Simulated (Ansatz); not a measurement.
**H6NPSSi: a ladder of functionals and wavefunction methods**

One table from this session's results is given with a row withheld; the runs are named, their logs left out.

Method: functionals in def2-TZVPP, the program's frozen cores in correlated methods; program: Ansatz 0.2.0, Gaussian basis.

Levels to be run: LDA (SPW92), PBE-D4, revPBE-D4, BLYP-D4, r2SCAN-D4, B97M-V, PBE0-D4, B3LYP-D4, r2SCANh-D4, r2SCAN0-D4, HSE06-D4, BHLYP-D4, CAM-B3LYP-D4, LC-ωPBE, ωB97X-V, ωB97M-V, B2PLYP, PBE-QIDH; CCSD(T)/def2-SVP; CCSD(T)/def2-TZVPP; MP2/def2-QZVPP; extrapolation to the limit; RPA on PBE.

### The relaxed structure

The geometry comes from an earlier relaxation with PBE0-D4 in a triple-zeta def2 set; it is a stationary point, not always the lowest conformer.

SMILES `NPS[SiH3]`, 10 atoms, charge 0, spin multiplicity 1.

Atoms are counted from 1 here; the program's logs count them from 0.

Bond lengths: N1–P2 1.685 Å, N1–H5 1.008 Å, N1–H6 1.010 Å, P2–S3 2.152 Å, P2–H7 1.416 Å, S3–Si4 2.132 Å, Si4–H8 1.484 Å, Si4–H9 1.485 Å, Si4–H10 1.487 Å. Angles: P2–N1–H5 114.8°, P2–N1–H6 119.9°, H5–N1–H6 111.6°, N1–P2–S3 107.9°, N1–P2–H7 96.9°, S3–P2–H7 92.4°, P2–S3–Si4 95.7°, S3–Si4–H8 111.4°, S3–Si4–H9 106.9°, S3–Si4–H10 110.6°, H8–Si4–H9 109.9°, H8–Si4–H10 108.7°, H9–Si4–H10 109.4°.

The first run:

Input file in.yaml:

```yaml
crystal:
  periodic: [false, false, false]
  atoms:
    - {symbol: N, position_ang: [-0.194347, 2.018762, -0.852069]}
    - {symbol: P, position_ang: [0.464448, 0.507272, -1.199862]}
    - {symbol: S, position_ang: [1.255625, -0.305860, 0.628416]}
    - {symbol: Si, position_ang: [-0.305183, -1.729372, 0.919662]}
    - {symbol: H, position_ang: [-1.180247, 2.011493, -0.640123]}
    - {symbol: H, position_ang: [0.308005, 2.662541, -0.258097]}
    - {symbol: H, position_ang: [1.737234, 0.967691, -1.616608]}
    - {symbol: H, position_ang: [-0.290724, -2.772998, -0.135614]}
    - {symbol: H, position_ang: [-0.078847, -2.351678, 2.248466]}
    - {symbol: H, position_ang: [-1.632763, -1.059050, 0.908629]}
basis:
  gaussian: {orbitals: def2-TZVPP}
hamiltonian: {xc: lda}
output: {orbitals: {seedname: orbitals}}
```

Among the steps run: LDA; PBE-D4 (GGA); revPBE-D4 (GGA); BLYP-D4 (GGA); r2SCAN-D4 (meta-GGA); B97M-V (meta-GGA); PBE0-D4 (hybrid); B3LYP-D4 (hybrid); r2SCANh-D4 (hybrid); r2SCAN0-D4 (hybrid); HSE06-D4 (hybrid); BHLYP-D4 (hybrid); CAM-B3LYP-D4 (range-separated); LC-ωPBE (range-separated); ωB97X-V (range-separated); ωB97M-V (range-separated); B2PLYP (double hybrid); PBE-QIDH (double hybrid).

One of the session's tables, all rows but one given; the rest of the session is left out.

It belongs to the step «Frontier levels by functional». 

```
  functional  HOMO (eV)  gap (eV)
 LDA (SPW92)      -6.07      4.79
      PBE-D4      -5.97      4.91
   revPBE-D4      -5.93      4.97
     BLYP-D4      -5.81      4.88
   r2SCAN-D4      -6.22      5.45
      B97M-V      -6.35      5.45
     PBE0-D4      -7.12      6.91
    B3LYP-D4      -6.90      6.47
  r2SCANh-D4      -6.64      6.17
  r2SCAN0-D4      -7.27      7.24
    HSE06-D4      -6.72      6.13
    BHLYP-D4      -8.13      8.78
CAM-B3LYP-D4      -8.39      9.17
     LC-ωPBE      -9.71     11.66
     ωB97X-V      -9.38     11.19
     ωB97M-V          ?         ?
```

**Question.** Estimate the row for ωB97M-V.

The run gave: HOMO (eV): -9.23; gap (eV): 10.75. In the column «HOMO (eV)» it lies between ωB97X-V (-9.38) and CAM-B3LYP-D4 (-8.39).
